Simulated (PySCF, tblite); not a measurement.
# C₂H₁₀Ge₂Si₂: geometry, infrared bands and NMR shifts

Aim: predict the infrared bands and NMR shifts of C₂H₁₀Ge₂Si₂ (`C#C[SiH2][SiH]([GeH3])[GeH3]`).

Programs: tblite 0.8.0 and PySCF 2.14.0, with density-fitted response routines of our own. Each step states its level of theory. These are calculated values for one molecule in the gas phase, unless marked as measured. Atoms are numbered from 0 throughout.

**1. The starting structure**

16 atoms, charge 0, multiplicity 1; geometry from: force field or distance geometry start.

Bonds of the start (Å): C0–C1 1.22, C1–Si2 1.79, Si2–Si3 2.24, Si3–Ge4 2.33, Si3–Ge5 2.31, C0–H6 1.05, Si2–H7 1.46, Si2–H8 1.47, Si3–H9 1.46, Ge4–H10 1.55, Ge4–H11 1.55, Ge4–H12 1.55, Ge5–H13 1.55, Ge5–H14 1.55, Ge5–H15 1.56.

**2. Geometry optimisation with GFN2-xTB**

What the job is given:

```
{"job": {"kind": "relax", "xc": "GFN2-xTB", "basis": "xTB"}, "charge": 0, "multiplicity": 1}
C      2.988500    -1.064500     0.388600
C      2.121300    -0.820600    -0.437000
Si     0.844500    -0.470100    -1.648200
Si    -0.969800     0.308100    -0.597700
Ge    -1.700000    -1.304100     0.914700
Ge    -0.405900     2.217100     0.567300
H      3.730000    -1.266100     1.103500
H      0.496300    -1.692300    -2.373900
H      1.324600     0.549600    -2.592600
H     -2.036400     0.598500    -1.555000
H     -2.939200    -0.768800     1.670000
H     -2.078700    -2.595100     0.135800
H     -0.563900    -1.610900     1.920500
H      0.099200     3.292500    -0.432500
H     -1.645300     2.751500     1.337400
H      0.727200     1.883900     1.587800
```

The run is started by

```bash
OMP_NUM_THREADS=1 python probes_run.py task.json out
```

The driver reads the jobs from task.json and runs them one after another.

**Question.** This job is followed by: GFN2-xTB harmonic vibrations, gas phase; GIAO PBE0/pcSseg-1 NMR shielding, non-relativistic, gas phase. What will the session give for the following? strongest single infrared mode (GFN2-xTB); zero-point energy (GFN2-xTB); ¹³C shifts against TMS (PBE0/pcSseg-1); ¹H shifts against TMS (PBE0/pcSseg-1, means over atoms taken as alike); ²⁹Si shifts against TMS (PBE0/pcSseg-1); ⁷³Ge shifts against GeMe4 (PBE0/pcSseg-1, means over atoms taken as alike).

The runs gave:

| quantity | value |
| --- | --- |
| strongest single infrared mode (GFN2-xTB) | 804 cm⁻¹, 866 km/mol |
| zero-point energy (GFN2-xTB) | 54.4 kcal/mol |
| ¹³C shifts against TMS (PBE0/pcSseg-1) | 108.6, 83.0 ppm |
| ¹H shifts against TMS (PBE0/pcSseg-1, means over atoms taken as alike) | 4.55, 3.46, 3.36, 2.05 ppm |
| ²⁹Si shifts against TMS (PBE0/pcSseg-1) | -92.9, -125.9 ppm |
| ⁷³Ge shifts against GeMe4 (PBE0/pcSseg-1, means over atoms taken as alike) | -359 ppm |

**Reading.** The optimisation took 42 steps and gained 0.481 eV; among the close pairs (by a distance rule), Si2–Si3 changed most, from 2.236 to 2.338 Å. The lowest mode is slightly imaginary (6i cm⁻¹), a soft motion within the noise of the Hessian, so the minimum is not strictly shown. The strongest single mode, at 804 cm⁻¹, has its largest shares on H15, H12, H14 and H10 (the list is cut at 4 atoms). GFN2-xTB is a fitted tight-binding method: band positions and strengths are rough. Its intensities can rank the bands wrongly. At PBE0/pcSseg-1: The largest span, 279 ppm, is at C1, where the paramagnetic term is -158 ppm. Spin-orbit coupling is left out, which matters for shieldings and couplings at and beside the heavy atoms.
